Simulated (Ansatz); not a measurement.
# GeH₂− (doublet): the correlation ladder, aug-cc-pVTZ

The task here is to estimate one member of a computed series from the others.

Computed with Ansatz 0.2.0, Gaussian basis. Level: aug-cc-pVTZ, core rule «outside noble gas», up to 14 orbitals frozen.

Plan: UHF; CCSD(T) on ROHF; CCSD(T) on UHF; BCCD(T) on ROHF; CCSDT(Q) on ROHF; CCSDT(Q) on UHF; CASSCF and MRCISD+Q, 7 electrons in 6 orbitals; CASSCF and NEVPT4(SD), 7 electrons in 6 orbitals; CASSCF and NEVPT2, 7 electrons in 6 orbitals.

5 further runs of the same task are left out: 5 set aside as unsound or not needed.

## The geometry

The geometry is a PBE0/def2-TZVPD stationary point (not a proven minimum). No spin-orbit coupling is included. The filled d shell of Ge may be among the frozen orbitals whatever the setting's name suggests; the logs give the count.

3 atoms, charge -1, spin multiplicity 2.

Atoms are counted from 1 here; the program's logs count them from 0.

Bond lengths: Ge1–H2 1.624 Å, Ge1–H3 1.624 Å. Angles: H2–Ge1–H3 91.0°.

The first run:

in.yaml reads:

```yaml
crystal:
  periodic: [false, false, false]
  atoms:
    - {symbol: Ge, position_ang: [0.000000, -0.030750, 0.000000]}
    - {symbol: H, position_ang: [0.000000, 1.108044, -1.158429]}
    - {symbol: H, position_ang: [0.000000, 1.108039, 1.158434]}
basis:
  gaussian: {orbitals: aug-cc-pVTZ}
total_charge: -1
magnetization: {spin_polarized: true, initial_magnetization: 1}
hamiltonian: {xc: hf}
output: {orbitals: {seedname: orbitals}}
```

On the command line:

```sh
$ ansatz run in.yaml --threads 1 --pin off --events-out ev --progress --plain --max-ram 2816MiB --backend cpu
```

Steps of the session up to this table: UHF; CCSD(T) on ROHF; CCSD(T) on UHF; BCCD(T) on ROHF; CCSDT(Q) on ROHF; CCSDT(Q) on UHF; CASSCF and MRCISD+Q, 7 electrons in 6 orbitals; CASSCF and NEVPT4(SD), 7 electrons in 6 orbitals; CASSCF and NEVPT2, 7 electrons in 6 orbitals.

One table of the session follows, with a row left open; its other results are not shown here.

```
            method  from UCCSDT(Q) (kcal/mol)
              ROHF                     +97.11
               UHF                     +94.86
              RMP2                     +18.53
              UMP2                     +18.99
             RCCSD                      +4.22
             UCCSD                      +4.10
          RCCSD(T)                      +0.77
          UCCSD(T)                      +0.73
           BCCD(T)                          ?
            RCCSDT                      +0.19
            UCCSDT                      +0.14
         RCCSDT(Q)                      +0.06
         UCCSDT(Q)                          0
    CASSCF valence                     +76.80
    NEVPT2 valence                     +20.79
NEVPT4(SD) valence                      +3.35
    MRCISD valence                      +6.03
  MRCISD+Q valence                      +0.74
```

Q: Estimate the row for BCCD(T) from the others.

The run gave: from UCCSDT(Q) (kcal/mol): +0.76. In the column «from UCCSDT(Q) (kcal/mol)» it lies between MRCISD+Q valence (+0.74) and RCCSD(T) (+0.77).

Limits of these values: Restricted and unrestricted rows rest on different reference determinants; where their highest levels disagree by more than a few hundredths of an eV, they describe different states and don't form one ladder.
